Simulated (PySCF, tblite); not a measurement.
# C8H9F: geometry, infrared bands and NMR shifts

Aim: predict the infrared bands and NMR shifts of C8H9F (`C=CC1=C[C@@H](CF)C1=C`).

Computed with tblite 0.8.0 and PySCF 2.14.0, with density-fitted response routines of our own, on a single molecule in the gas phase. Atoms count from 0, in the outputs and in this text.

## Step 1: The starting structure

18 atoms, charge 0, multiplicity 1; geometry from: force field or distance geometry start.

Bonds of the start (Å): C0–C1 1.34, C1–C2 1.52, C2–C3 1.36, C3–C4 1.52, C4–C5 1.52, C5–F6 1.36, C4–C7 1.53, C7–C8 1.33, C7–C2 1.44, C0–H9 1.07, C0–H10 1.09, C1–H11 1.09, C3–H12 1.08, C4–H13 1.11, C5–H14 1.10, C5–H15 1.10, C8–H16 1.08, C8–H17 1.09.

## Step 2: Relaxing the molecule with GFN2-xTB

The job: settings as JSON, then the geometry in Å.

```
{"job": {"kind": "relax", "xc": "GFN2-xTB", "basis": "xTB"}, "charge": 0, "multiplicity": 1}
C      2.874900     0.302500     1.057500
C      2.183100    -0.565800     0.302500
C      0.764900    -0.423600    -0.220700
C     -0.066600    -1.178900    -0.981700
C     -1.203400    -0.177400    -0.917900
C     -2.474000    -0.630000    -0.215300
F     -3.124700    -1.506700    -1.024500
C     -0.204700     0.637500    -0.091300
C     -0.276600     1.835000     0.475400
H      3.875500     0.080400     1.380900
H      2.449600     1.250900     1.371900
H      2.676100    -1.504900     0.041300
H      0.019000    -2.160500    -1.429000
H     -1.452500     0.269300    -1.899500
H     -2.269000    -1.123400     0.740600
H     -3.144800     0.214700    -0.016600
H      0.549700     2.260000     1.030100
H     -1.185200     2.427400     0.384600
```

Launch:

```console
$ OMP_NUM_THREADS=1 python probes_run.py task.json out
```

The driver reads the jobs from task.json and runs them one after another.

**Question.** This job is followed by: GFN2-xTB harmonic vibrations, gas phase; GIAO PBE0/pcSseg-1 NMR shielding, non-relativistic, gas phase. Predict these results of the whole session: strongest single infrared mode (GFN2-xTB); zero-point energy (GFN2-xTB); 13C shifts against TMS (PBE0/pcSseg-1); 1H shifts against TMS (PBE0/pcSseg-1); 19F shifts against CFCl3 (PBE0/pcSseg-1).

**Answer**, as computed:

```
                                 quantity                                                     value
strongest single infrared mode (GFN2-xTB)                                      2953 cm⁻¹, 66 km/mol
             zero-point energy (GFN2-xTB)                                             88.7 kcal/mol
   13C shifts against TMS (PBE0/pcSseg-1)  153.6, 153.1, 151.0, 137.4, 125.5, 106.7, 89.9, 51.7 ppm
    1H shifts against TMS (PBE0/pcSseg-1)  7.29, 6.64, 5.84, 5.63, 5.34, 5.04, 4.96, 4.40, 3.62 ppm
 19F shifts against CFCl3 (PBE0/pcSseg-1)                                                -250.4 ppm
```

In words: Relaxing lowered the energy by 0.186 eV in 42 steps; the close pair that moved most is C1–C2, from 1.518 to 1.439 Å. All 48 modes are real, so the xTB geometry is a minimum. The strongest single mode, at 2953 cm⁻¹, moves mainly H14 and H13. GFN2-xTB is a fitted tight-binding method: band positions and strengths are rough. Its intensities can rank the bands wrongly.
